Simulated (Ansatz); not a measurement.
# ClGaH5N: the cost of one run

Method: RHF/def2-SVP, in Ansatz 0.2.0.

### Step 1. Starting point

Bond lengths: Ga1–Cl3 2.240 Å, Ga1–H4 1.570 Å, Ga1–N5 2.230 Å, N5–H6 1.060 Å, N5–H7 1.060 Å. Angles: Cl3–Ga1–H4 120.0°, Cl3–Ga1–N5 88.6°, H4–Ga1–N5 109.9°, Ga1–N5–H6 120.0°, Ga1–N5–H7 120.0°, H6–N5–H7 120.0°.

Structure file:

```xyz
8

Ga    0.0000    0.0000    0.0000
H     0.0000    0.0000    1.9200
Cl    1.9398    0.0000   -1.1200
H    -1.3596    0.0000   -0.7850
N     0.4690   -2.0636    0.7032
H    -0.0981   -2.8860    0.3487
H     1.2591   -2.2221    1.3918
H     0.2286   -1.0059    1.8459
```

### Step 2. Pulling towards end A

Springs on the bonds that form and break draw the guess towards this end; the thresholds are loose.

File input.yaml:

```yaml
crystal:
  periodic: [false, false, false]
  atoms:
    - { symbol: Ga, position_ang: [0.0, 0.0, 0.0] }
    - { symbol: H, position_ang: [0.0, 0.0, 1.92] }
    - { symbol: Cl, position_ang: [1.9398, 0.0, -1.12] }
    - { symbol: H, position_ang: [-1.3596, 0.0, -0.785] }
    - { symbol: "N", position_ang: [0.469, -2.0636, 0.7032] }
    - { symbol: H, position_ang: [-0.0981, -2.886, 0.3487] }
    - { symbol: H, position_ang: [1.2591, -2.2221, 1.3918] }
    - { symbol: H, position_ang: [0.2286, -1.0059, 1.8459] }
basis:
  gaussian: { orbitals: def2-SVP }
hamiltonian:
  xc: hf
relax:
  f_tol: 0.15
  max_steps: 25
  restrain:
    - { distance: [0, 4], at: 3.13, k: 30.0 }
    - { distance: [7, 1], at: 1.86, k: 30.0 }
    - { distance: [0, 1], at: 1.57, k: 30.0 }
    - { distance: [7, 4], at: 1.06, k: 30.0 }
output:
  orbitals: {}
```

On the command line:

```
ansatz run input.yaml --threads 1 --pin off --max-ram 2048MiB --backend cpu --events-out ev --progress --plain --runs-dir out
```

**Question.** How long does this run take on 1 thread of Arm Neoverse V1, shared host, and how much memory does it need?

About 26 s, with a peak of 0.17 GiB.
